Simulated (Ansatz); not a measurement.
## GeH5OPSi, SMILES [O]1P[SiH2][GeH2]1: harmonic frequencies at the relaxed geometry, step by step

With Ansatz 0.2.0 through its Python package.

Notebook, run cell by cell (the value of a cell's last expression is shown):

**Cell 1**
```python
import itertools

import ansatz as az
from ase import Atoms
from ase.data import atomic_numbers, covalent_radii
from ase.thermochemistry import IdealGasThermo
import numpy as np

SETTINGS = {
    "basis": "def2-SVP",
    "xc": "pbe0",
    "vdw": "d4",
}
```

**Cell 2**
```python
GEOMETRY = """
O    -1.09530   -0.76330   -1.07340
P     0.09900    0.32610   -1.78590
Si    1.02680    0.46930    0.16620
Ge   -0.61590   -0.81950    0.65780
H    -0.67970    1.53200   -1.62470
H     0.96660    1.83200    0.75750
H     2.36190   -0.25900    0.24260
H    -0.24350   -2.25780    1.04000
H    -1.73160   -0.10610    1.60290
"""
```

**Cell 3**
```python
mol = az.Crystal.molecule()
for line in GEOMETRY.strip().splitlines():
    symbol, *xyz = line.split()
    mol = mol.atom(symbol, [float(v) for v in xyz])

job = mol.calculation()
job = job.basis(gaussian=SETTINGS["basis"])
job = job.functional(SETTINGS["xc"], dispersion=SETTINGS["vdw"])
symbols = [site.symbol for site in mol.cartesian_sites]
start = np.array([site.position_ang for site in mol.cartesian_sites], dtype=float)
r = job.relax(force_tolerance=0.003).run(threads=1).report
end = np.array(r["positions_ang"])
```

**Cell 4**
```python
# pairs closer than 1.2 times the sum of covalent radii, before or after
radius = [covalent_radii[atomic_numbers[s]] for s in symbols]
span = lambda where, i, j: np.linalg.norm(where[i] - where[j])
bonded = [(i, j) for i, j in itertools.combinations(range(len(symbols)), 2) if min(span(start, i, j), span(end, i, j)) < 1.2 * (radius[i] + radius[j])]
print("pair        before    after (A)")
for i, j in bonded:
    print(f"{symbols[i]}{i}-{symbols[j]}{j}".ljust(10), f"{span(start, i, j):8.4f} {span(end, i, j):8.4f}")
```
Output:
```text
pair        before    after (A)
O0-P1        1.7666   1.6806
O0-Ge3       1.7972   1.8273
P1-Si2       2.1661   2.3152
P1-H4        1.4445   1.4454
Si2-Ge3      2.1450   2.3927
Si2-H5       1.4867   1.4953
Si2-H6       1.5227   1.4942
Ge3-H7       1.5341   1.5404
Ge3-H8       1.6269   1.5431
```

**Cell 5**
```python
# same settings at the minimum
minimum = az.Crystal.molecule()
for symbol, place in zip(symbols, end):
    minimum = minimum.atom(symbol, place.tolist())
vibrating = (
    minimum.calculation()
    .basis(gaussian=SETTINGS["basis"])
    .functional(SETTINGS["xc"], dispersion=SETTINGS["vdw"])
    .phonons(temperatures=(100, 500, 100))
)
vib = vibrating.run(threads=1).report["vibrations"]
sums = vib["harmonic_sums"]
modes = [m["omega_inv_cm"] for m in sums["modes_at_gamma"] if m["rigid_motion"] == "no"]
print("frequencies (1/cm):", " ".join(f"{w:.0f}" for w in modes))
print("imaginary modes:", sum(w < 0 for w in modes), " zero-point energy:", round(sums["zero_point_energy_ev"], 4), "eV")
# rigid rotor and ideal gas, symmetry number taken as one
gas = IdealGasThermo(vib_energies=[w / 8065.544 for w in modes if w > 0], geometry="linear" if len(modes) == 3 * len(symbols) - 5 else "nonlinear",
                     atoms=Atoms(symbols, positions=end), symmetrynumber=1, spin=0.0)
print(f"H(298 K) - E = {gas.get_enthalpy(298.15, verbose=False):.4f} eV")
print(f"S(298 K, 1 bar) = {96485.33 * gas.get_entropy(298.15, 1e5, verbose=False):.1f} J/(mol K) with symmetry number 1")
```
Output:
```text
frequencies (1/cm): 101 272 344 365 425 446 565 592 618 644 726 767 840 877 927 940 2134 2151 2219 2235 2286
imaginary modes: 0  zero-point energy: 1.2692 eV
H(298 K) - E = 1.4673 eV
S(298 K, 1 bar) = 336.1 J/(mol K) with symmetry number 1
```

Caveats:
- The settings weren't tested for convergence.
- The frequencies are harmonic and unscaled, in a modest basis.
- The entropy takes a symmetry number of 1; a symmetric molecule's is lower by R ln(sigma).
- The whole script took 4.8 min on 1 thread of Arm Neoverse V1, on a shared host, peak memory 0.38 GiB.
